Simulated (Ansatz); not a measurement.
# TaAgO3: the cost of one run

Program: Ansatz 0.2.0. Level of theory: DFT PBEsol, scalar-relativistic, plane waves, PAW. These are calculated values, not measurements.

2 further runs of the same task are left out: 2 set aside as unsound or not needed.

## 1. The structure to begin with

The structure is trigonal, space group R-3c (No. 167). Conventional cell: a = 5.478 Å, b = 5.478 Å, c = 13.802 Å, α = 90.00°, β = 90.00°, γ = 120.00°. Ta (site symmetry -3) has 6 O at 1.99 Å as nearest neighbours. Ag (site symmetry 32) has 3 O at 2.37 Å as nearest neighbours. O (site symmetry 2) has 2 Ta at 1.99 Å and 1 Ag at 2.37 Å as nearest neighbours.

Coordinates:

```
Ta Ag O
1.0
     2.73876    1.58122    4.60062
    -2.73876    1.58122    4.60062
     0.00000   -3.16245    4.60062
Ta Ag O
2 2 6
Direct
  0.00034 0.00034 0.00034
  0.50034 0.50034 0.50034
  0.25040 0.25040 0.25040
  0.75040 0.75040 0.75040
  0.81822 0.68271 0.25053
  0.25053 0.81822 0.68271
  0.68271 0.25053 0.81822
  0.75053 0.18271 0.31822
  0.18271 0.31822 0.75053
  0.31822 0.75053 0.18271
```

It is the result of an earlier relaxation at this level (volume 11.95 Å³/atom; gap on the mesh: 1.77 eV).

## 2. Electronic structure at the relaxed geometry

Contents of input.yaml:

```yaml
crystal:
  lattice:
    - [2.7387600992, 1.5812238805, 4.6006245334]
    - [-2.7387600992, 1.5812238805, 4.6006245334]
    - [0.0, -3.162447761, 4.6006245334]
  atoms:
    - { symbol: Ta, position: [0.0003438568, 0.0003438568, 0.0003438568] }
    - { symbol: Ta, position: [0.5003438568, 0.5003438568, 0.5003438568] }
    - { symbol: Ag, position: [0.2503950124, 0.2503950124, 0.2503950124] }
    - { symbol: Ag, position: [0.7503950124, 0.7503950124, 0.7503950124] }
    - { symbol: O, position: [0.8182222183, 0.6827070637, 0.250531849] }
    - { symbol: O, position: [0.250531849, 0.8182222183, 0.6827070637] }
    - { symbol: O, position: [0.6827070637, 0.250531849, 0.8182222183] }
    - { symbol: O, position: [0.750531849, 0.1827070637, 0.3182222183] }
    - { symbol: O, position: [0.1827070637, 0.3182222183, 0.750531849] }
    - { symbol: O, position: [0.3182222183, 0.750531849, 0.1827070637] }
basis:
  ecutwfc: 420
kpoints:
  mp_grid: { grid: [6, 6, 6] }
  band_path:
    path:
      - [[0.0, 0.0, 0.0], [-0.5, -0.5, -0.5], [-0.5, -0.24541872, -0.75458128]]
      - [[-0.24541872, 0.24541872, -0.5], [0.0, 0.0, -0.5], [0.0, 0.0, 0.0], [0.0, 0.37270936, -0.37270936]]
      - [[-0.37270936, 0.0, -0.62729064], [-0.5, 0.0, -0.5], [0.0, 0.0, 0.0]]
    npoints: 14
hamiltonian:
  xc: pbesol
scf:
  occupations: { method: gaussian, width: 0.02 }
  n_extra_bands: 25
output:
  forces: true
  stress: true
  eigenvalues: true
  populations: true
  dos: { projected: true, de: 0.02, nscf_kmesh: { grid: [9, 9, 9] } }
  bader: true
  write_density: true
  write_potential: true
  elf: true
  volumetric_format: npy
```

Started as:

```console
> ansatz run input.yaml --threads 4 --pin off --max-ram 10240MiB --backend cpu --events-out ev --progress --plain --runs-dir out
```

Q: Estimate wall time and peak memory on 4 threads of Intel Xeon at 2.50GHz (Skylake/Cascade Lake), shared host.

About 2 min, with a peak of 0.94 GiB.
